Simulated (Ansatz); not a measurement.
# Rb4Te3Ru: the cost of one run

Program: Ansatz 0.2.0. Level of theory: DFT PBE, scalar-relativistic, plane waves, PAW. These are calculated values, not measurements.

## Step 1: The starting structure

It takes space group Pm-3m (No. 221, cubic). Conventional cell: a = 6.274 Å, b = 6.274 Å, c = 6.274 Å, α = 90.00°, β = 90.00°, γ = 90.00°. Rb (site symmetry m-3m) is surrounded by 6 Te at 3.14 Å. Rb (site symmetry 4/mmm) is surrounded by 4 Te at 3.14 Å and 2 Ru at 3.14 Å. Te (site symmetry 4/mmm) is surrounded by 6 Rb at 3.14 Å. Ru (site symmetry m-3m) has 6 Rb at 3.14 Å as nearest neighbours.

Structure file:

```
CELL_PARAMETERS angstrom
6.27404 0.00000 0.00000
0.00000 6.27404 0.00000
0.00000 0.00000 6.27404
ATOMIC_POSITIONS crystal
Rb 0.50000 0.50000 0.50000
Rb 0.50000 0.00000 0.00000
Rb 0.00000 0.50000 0.00000
Rb 0.00000 0.00000 0.50000
Te 0.50000 0.00000 0.50000
Te 0.50000 0.50000 0.00000
Te 0.00000 0.50000 0.50000
Ru 0.00000 0.00000 0.00000
```

The cell is invented: species swapped into a database cell of Sr3CdO4 (Pm-3m, No. 221), with Te on the Sr sites, Ru on the Cd sites and Rb on the O sites. Lengths come from tabulated atomic sizes and are only a guess.

## Step 2: The guess as it stands, on a coarse mesh

Contents of input.yaml:

```yaml
crystal:
  lattice:
    - [6.27403633, 0.0, 0.0]
    - [0.0, 6.27403633, 0.0]
    - [0.0, 0.0, 6.27403633]
  atoms:
    - { symbol: Rb, position: [0.5, 0.5, 0.5] }
    - { symbol: Rb, position: [0.5, 0.0, 0.0] }
    - { symbol: Rb, position: [0.0, 0.5, 0.0] }
    - { symbol: Rb, position: [0.0, 0.0, 0.5] }
    - { symbol: Te, position: [0.5, 0.0, 0.5] }
    - { symbol: Te, position: [0.5, 0.5, 0.0] }
    - { symbol: Te, position: [0.0, 0.5, 0.5] }
    - { symbol: Ru, position: [0.0, 0.0, 0.0] }
basis:
  ecutwfc: 420
kpoints:
  mp_grid: { grid: [4, 4, 4] }
hamiltonian:
  xc: pbe
scf:
  occupations: { method: gaussian, width: 0.1 }
  lower_state_search: "off"
output:
  forces: true
  stress: true
  eigenvalues: true
```

Command:

```
$ ansatz run input.yaml --threads 1 --pin off --max-ram 2048MiB --backend cpu --events-out ev --progress --plain --runs-dir out
```

**Question.** How long does this run take on 1 thread of Intel Xeon 6975P-C (Granite Rapids), shared host, and how much memory does it need?

About 4.2 s, with a peak of 0.54 GiB.
